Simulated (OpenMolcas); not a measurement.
# Co⁴⁺ among point charges: CASSCF and CASPT2 levels and susceptibility

Aim: the splitting of the states of Co⁴⁺ in the field of 6 point charges, its lowest levels with spin-orbit coupling and its magnetic susceptibility.

Method: state-averaged CASSCF and CASPT2, spin-orbit coupling by RASSI with atomic mean-field integrals. Code: OpenMolcas 26.06.

## (1) The atom as given

* Species: Co⁴⁺ (cobalt, Z = 27, 23 electrons)
* Basis: ANO-RCC-VTZP [6s5p3d2f1g], 59 functions
* Scalar Hamiltonian: DKH2, point nucleus
* Inactive shells: 1s 2s 2p 3s 3p
* Active space: 5 electrons in 5 orbitals (3d)
* Some configurations of this space: 3d5
* Orbitals: optimised for each spin and parity, averaged over all roots

Outer shells as boxes (Hund's rule):

3d5
```
3d [↑ ][↑ ][↑ ][↑ ][↑ ]
```

The ion sits among 6 point charges of -1.2 e arranged as a trigonal antiprism (D3d), 1.76 Å from the ion, with a polar angle of 64.6° against the regular 54.74°.

The work runs as a chain of OpenMolcas steps in one folder; each step below is one input file. Labels, J, g values, rates, χT and fits are worked out afterwards by a script from the matrices that RASSI stores. The input lists half of the charges; inversion (Group=XYZ) makes the rest.

## (2) One- and two-electron integrals

Contents of a.inp:

```
&GATEWAY
Coord
1

Co 0.0 0.0 0.0
Basis=ANO-RCC-VTZP
Group=XYZ
NoMove
AngMom=0.0 0.0 0.0
AMFI
XField
3 Angstrom 0
0.000000 1.589712 0.755258 -1.200000
1.376731 -0.794856 0.755258 -1.200000
1.376731 0.794856 -0.755258 -1.200000
&SEWARD
```

Run with:

```bash
OMP_NUM_THREADS=1 MOLCAS_MEM=1689 MOLCAS_PROJECT=a pymolcas a.inp > a.log
```

## (3) Reference wave functions, sextets of even parity, 1 root

Contents of a.inp:

```
&RASSCF
FileOrb=start.orb
Symmetry=1
Spin=6
nActEl=5 0 0
Inactive=3 6
Ras2=5 0
CIRoot=1 1 1
SDav=1
CIMx=300
Iter=120 100
PrWF=0.3
OrbListing=Nothing
MaxOrb=0
>>> COPY $Project.JobIph JOB001
```

start.orb holds the contracted functions of the basis, ordered by shell, or the orbitals of the step before.

## (4) CASSCF: quartets of even parity, 24 roots

Contents of a.inp:

```
&RASSCF
FileOrb=start.orb
Symmetry=1
Spin=4
nActEl=5 0 0
Inactive=3 6
Ras2=5 0
CIRoot=24 24 1
SDav=24
CIMx=300
Iter=120 100
PrWF=0.3
OrbListing=Nothing
MaxOrb=0
>>> COPY $Project.JobIph JOB002
```

## (5) CASSCF: doublets of even parity, 75 roots

Contents of a.inp:

```
&RASSCF
FileOrb=start.orb
Symmetry=1
Spin=2
nActEl=5 0 0
Inactive=3 6
Ras2=5 0
CIRoot=75 75 1
SDav=75
CIMx=300
Iter=120 100
PrWF=0.3
OrbListing=Nothing
MaxOrb=0
>>> COPY $Project.JobIph JOB003
```

## (6) RASSI: spin-orbit coupling between the states

Contents of a.inp:

```
&RASSI
NrOfJobIphs=3 1 24 75
1
1 2 3 4 5 6 7 8 9 10 11 12 13 14 15 16 17 18 19 20 21 22 23 24
1 2 3 4 5 6 7 8 9 10 11 12 13 14 15 16 17 18 19 20 21 22 23 24 25 26 27
28 29 30 31 32 33 34 35 36 37 38 39 40 41 42 43 44 45 46 47 48 49 50 51
52 53 54 55 56 57 58 59 60 61 62 63 64 65 66 67 68 69 70 71 72 73 74 75
IphNames
JOB001
JOB002
JOB003
EJob
SpinOrbit
DIPRint=1.0
SOCoupling=1000.0
Subsets=2
Property=9
'ANGMOM' 1 'ANGMOM' 2 'ANGMOM' 3 'MLTPL  1' 1 'MLTPL  1' 2 'MLTPL  1' 3
'AMFI' 1 'AMFI' 2 'AMFI' 3
SOProperty=3
'ANGMOM' 1 'ANGMOM' 2 'ANGMOM' 3
```

## (7) CASPT2: IPEA 0.25, imaginary shift 0.1 (closed shells correlated: 3s 3p)

Contents of a.inp:

```
>>> COPY JOB001 $Project.JobIph
&CASPT2
Multistate=1 1
Frozen=2 3
IPEA=0.25
Imaginary=0.1
MaxIter=60
WThr=0.0 0.3 0.05
PrWF=0.5
NoMix
>>> COPY JOB002 $Project.JobIph
&CASPT2
Multistate=24 1 2 3 4 5 6 7 8 9 10 11 12 13 14 15 16 17 18 19 20 21 22
23 24
NoMult
Frozen=2 3
IPEA=0.25
Imaginary=0.1
MaxIter=60
WThr=0.0 0.3 0.05
PrWF=0.5
NoMix
>>> COPY JOB003 $Project.JobIph
&CASPT2
Multistate=75 1 2 3 4 5 6 7 8 9 10 11 12 13 14 15 16 17 18 19 20 21 22
23 24 25 26 27 28 29 30 31 32 33 34 35 36 37 38 39 40 41 42 43 44 45 46
47 48 49 50 51 52 53 54 55 56 57 58 59 60 61 62 63 64 65 66 67 68 69 70
71 72 73 74 75
NoMult
Frozen=2 3
IPEA=0.25
Imaginary=0.1
MaxIter=60
WThr=0.0 0.3 0.05
PrWF=0.5
NoMix
```

(Steps that only read results are left out.)

**Question.** What will these runs give? Wanted: spin-free ground state; lowest level; next level.

As calculated:

| quantity | value |
| --- | --- |
| method | SS-CASPT2, IPEA 0.25, imaginary shift 0.1 (closed shells correlated: 3s 3p) |
| spin-free ground state | 6A1, 1-fold in its orbital part |
| lowest level | 2-fold E1/2, g = 2.00, 6.01, 6.01 |
| next level | 0.2 cm⁻¹ |
| χT at 300 K | 4.38 cm³ K/mol |
| effective moment at 300 K | 5.92 μB |

Cost by method:

```
                                              method  time of its own steps  time with the reference
                                           A. CASSCF                   32 s                     32 s
B. SS-CASPT2, IPEA 0.25, imaginary shift 0.1, +3s 3p                   13 s                     45 s
```

Times are of one thread on a shared host.

The spin-free ground state (6A1) comes to 100 % from free-ion S terms and keeps the highest spin of the shell. χT at 300 K is 4.38, against 4.39 cm³ K/mol for the spin alone, as a half-filled shell (L = 0) has no orbital moment. An active space of the d shell alone favours high spin; real ions in strong fields can be low spin. CASPT2 does not keep the components of a term degenerate, and the means are used. The field of point charges can differ much from that of real complexes. With metal d orbitals alone active, the gaps between spin states are rough; where two lie within a few thousand cm-1, their order is open. This is an electrostatic model: the charges have no orbitals.
